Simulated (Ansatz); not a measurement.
# CH5AlF3N: up Jacob's ladder to CCSD(T)

An exercise on one series of results from a longer session: the logs are not shown, and one member is left open.

Method: functionals in def2-TZVPP, the program's frozen cores in correlated methods; program: Ansatz 0.2.0, Gaussian basis.

Plan: LDA (SPW92), PBE-D4, revPBE-D4, BLYP-D4, r2SCAN-D4, B97M-V, PBE0-D4, B3LYP-D4, r2SCANh-D4, r2SCAN0-D4, HSE06-D4, BHLYP-D4, CAM-B3LYP-D4, LC-ωPBE, ωB97X-V, ωB97M-V, B2PLYP, PBE-QIDH; CCSD(T)/def2-SVP; CCSD(T)/def2-TZVPP; MP2/def2-QZVPP; extrapolation to the limit; RPA on PBE.

## The geometry

The geometry comes from an earlier relaxation with PBE0-D4 in a triple-zeta def2 set; it is a stationary point, not always the lowest conformer.

SMILES `C[NH2+][Al-]([F])([F])[F]`, 11 atoms, charge 0, spin multiplicity 1.

Atoms are counted from 1 here; the program's logs count them from 0.

Bond lengths: C1–N2 1.477 Å, C1–H7 1.091 Å, C1–H8 1.089 Å, C1–H9 1.089 Å, N2–Al3 1.983 Å, N2–H10 1.016 Å, N2–H11 1.016 Å, Al3–F4 1.659 Å, Al3–F5 1.657 Å, Al3–F6 1.659 Å. Angles: N2–C1–H7 111.7°, N2–C1–H8 108.5°, N2–C1–H9 108.5°, H7–C1–H8 109.8°, H7–C1–H9 109.8°, H8–C1–H9 108.5°, C1–N2–Al3 112.9°, C1–N2–H10 110.2°, C1–N2–H11 110.2°, Al3–N2–H10 108.6°, Al3–N2–H11 108.5°, H10–N2–H11 106.1°, N2–Al3–F4 100.6°, N2–Al3–F5 101.2°, N2–Al3–F6 100.6°, F4–Al3–F5 116.7°, F4–Al3–F6 116.2°, F5–Al3–F6 116.7°.

Set-up of the first run:

in.yaml reads:

```yaml
crystal:
  periodic: [false, false, false]
  atoms:
    - {symbol: C, position_ang: [-0.016884, -1.100681, 0.845500]}
    - {symbol: N, position_ang: [0.633127, -0.270144, -0.188982]}
    - {symbol: Al, position_ang: [-0.451842, 1.307510, -0.706057]}
    - {symbol: F, position_ang: [-1.826442, 0.564361, -1.261876]}
    - {symbol: F, position_ang: [0.525883, 2.012281, -1.842875]}
    - {symbol: F, position_ang: [-0.577840, 2.084127, 0.753994]}
    - {symbol: H, position_ang: [0.595363, -1.962206, 1.114938]}
    - {symbol: H, position_ang: [-0.979254, -1.438035, 0.463929]}
    - {symbol: H, position_ang: [-0.191357, -0.483467, 1.725353]}
    - {symbol: H, position_ang: [1.539473, 0.053496, 0.138163]}
    - {symbol: H, position_ang: [0.815172, -0.824243, -1.021488]}
basis:
  gaussian: {orbitals: def2-TZVPP}
hamiltonian: {xc: lda}
output: {orbitals: {seedname: orbitals}}
```

Run with:

```console
$ ansatz run in.yaml --threads 4 --pin off --events-out ev --progress --plain --max-ram 10444MiB
```

Steps of the session up to this table: LDA; PBE-D4 (GGA); revPBE-D4 (GGA); BLYP-D4 (GGA); r2SCAN-D4 (meta-GGA); B97M-V (meta-GGA); PBE0-D4 (hybrid); B3LYP-D4 (hybrid); r2SCANh-D4 (hybrid); r2SCAN0-D4 (hybrid); HSE06-D4 (hybrid); BHLYP-D4 (hybrid); CAM-B3LYP-D4 (range-separated); LC-ωPBE (range-separated); ωB97X-V (range-separated); ωB97M-V (range-separated); B2PLYP (double hybrid); PBE-QIDH (double hybrid).

One of the session's tables, all rows but one given; the rest of the session is left out.

```
  functional  HOMO (eV)  gap (eV)
 LDA (SPW92)      -8.49      7.27
      PBE-D4      -8.22      7.15
   revPBE-D4      -8.12      7.13
     BLYP-D4      -8.16      7.07
   r2SCAN-D4      -8.71      8.35
      B97M-V      -8.82      7.97
     PBE0-D4     -10.27     10.05
    B3LYP-D4      -9.98      9.40
  r2SCANh-D4      -9.48      9.38
  r2SCAN0-D4     -10.55     10.81
    HSE06-D4      -9.86      9.27
    BHLYP-D4          ?         ?
CAM-B3LYP-D4     -11.78     12.32
     LC-ωPBE     -13.10     15.01
     ωB97X-V     -12.77     14.46
     ωB97M-V     -12.67     13.89
```

Q: Estimate the row for BHLYP-D4 from the others.

Worked estimate for «HOMO (eV)». Against the share of exact exchange, BLYP-D4 (0, -8.16), B3LYP-D4 (0.2, -9.98) give a slope of -9.10 per unit share; at 0.5 the line stands at -12.71.

The run gave: HOMO (eV): -11.94; gap (eV): 12.33. In «HOMO (eV)» the line misses by -0.77.
